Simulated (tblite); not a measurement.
# C6H12N2Si2: the cost of one run

Programs: tblite 0.8.0 and PySCF 2.14.0, with density-fitted response routines of our own. Each step states its level of theory. These are calculated values for one molecule in the gas phase, unless marked as measured. Atoms count from 0, in the outputs and in this text.

## (1) The molecule as given

22 atoms, charge 0, multiplicity 1; geometry from: force field or distance geometry start.

Bonds of the start (Å): C0–N1 1.43, N1–Si2 1.80, Si2–Si3 2.24, Si3–C4 1.83, C4–C5 1.38, C5–C6 1.40, C6–C7 1.39, C7–C8 1.39, C8–N9 1.37, N9–C4 1.34, C0–H10 1.12, C0–H11 1.10, C0–H12 1.11, N1–H13 1.02, Si2–H14 1.47, Si2–H15 1.48, Si3–H16 1.48, Si3–H17 1.48, C5–H18 1.08, C6–H19 1.09, C7–H20 1.08, C8–H21 1.10.

## (2) Relaxing the molecule with GFN2-xTB

The job: settings as JSON, then the geometry in Å.

```
{"job": {"kind": "relax", "xc": "GFN2-xTB", "basis": "xTB"}, "charge": 0, "multiplicity": 1}
C     -4.359200    -0.179600     0.362400
N     -3.265500     0.678300     0.038500
Si    -1.684000     0.108300     0.676900
Si    -0.293400     0.150400    -1.080200
C      1.462000     0.090900    -0.573400
C      2.122600    -1.095800    -0.358600
C      3.473600    -1.128000     0.016200
C      4.112100     0.100800     0.159500
C      3.436400     1.292300    -0.071700
N      2.115800     1.256500    -0.432500
H     -4.829800     0.081000     1.345700
H     -4.006400    -1.219300     0.421600
H     -5.173300    -0.126800    -0.391800
H     -3.418500     1.682600     0.104500
H     -1.897500    -1.250400     1.200200
H     -1.180200     0.932100     1.792300
H     -0.572100     1.340400    -1.910700
H     -0.688500    -1.007900    -1.910900
H      1.547200    -1.999800    -0.481200
H      3.986100    -2.069400     0.199200
H      5.152900     0.120600     0.451500
H      3.949300     2.262200     0.040900
```

On the command line:

```
OMP_NUM_THREADS=1 python probes_run.py task.json out
```

This one command runs all jobs of the session in turn.

Q: Estimate the wall time and peak memory of this first job on 1 thread of Arm Neoverse V1, shared host.

About 3.3 s, with a peak of 0.18 GiB.
